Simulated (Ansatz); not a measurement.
## Ti3Se under changes of volume

One of the cells (17.581 Å³/atom); the others are scaled copies at fixed shape and fractional positions:

```
CELL_PARAMETERS angstrom
3.19745 0.00000 0.00000
-1.59872 2.76907 0.00000
0.00000 0.00000 7.94275
ATOMIC_POSITIONS crystal
Se 0.00000 0.00000 0.00000
Ti 0.66667 0.33333 0.50000
Ti 0.33333 0.66667 0.77290
Ti 0.33333 0.66667 0.22710
```

The cell comes from a database or a generator and needn't be the stable form of this composition.

- Program: Ansatz 0.2.0
- Functional: r2SCAN
- Potentials or basis: Ansatz PAW
- Cutoff: 500 eV (not typed: the program's choice for these potentials)
- k mesh: 10 × 10 × 4
- Occupations: fermi-dirac, width 0.05 eV
- Spin: no spin polarisation

```csv
volume (Å³/atom),energy over the lowest point (meV/atom),pressure (GPa),largest force (eV/Å)
16.526,20.74,7.5,0.152
16.878,7.74,4.5,0.070
17.230,?,?,?
17.581,0.00,-0.7,0.067
17.933,4.09,-2.9,0.123
18.284,12.83,-4.9,0.173
18.636,25.74,-6.7,0.217
```

Task: What does the run at 17.230 Å³/atom give?

Result: Energy over the lowest point 1.03 meV/atom; pressure 1.8 GPa; largest force 0.003 eV/Å.

Worked out: A Birch-Murnaghan fit of order 3 (a polynomial in V^(-2/3)) to the other rows has its minimum at 17.47 Å³/atom with B0 = V·E''(V) = 120 GPa and B' = 4.0 at fixed shape and positions, which overstates the stiffness. It gives 1.03 meV/atom at 17.230 Å³/atom, against the run's 1.03, and -dE/dV = 1.7 GPa, against 1.8.

Energies are extrapolated to zero smearing.

Caveats: the PAW data sets come from PBE, with cores solved anew for the run's functional, which leaves a small shift of forces and pressure.
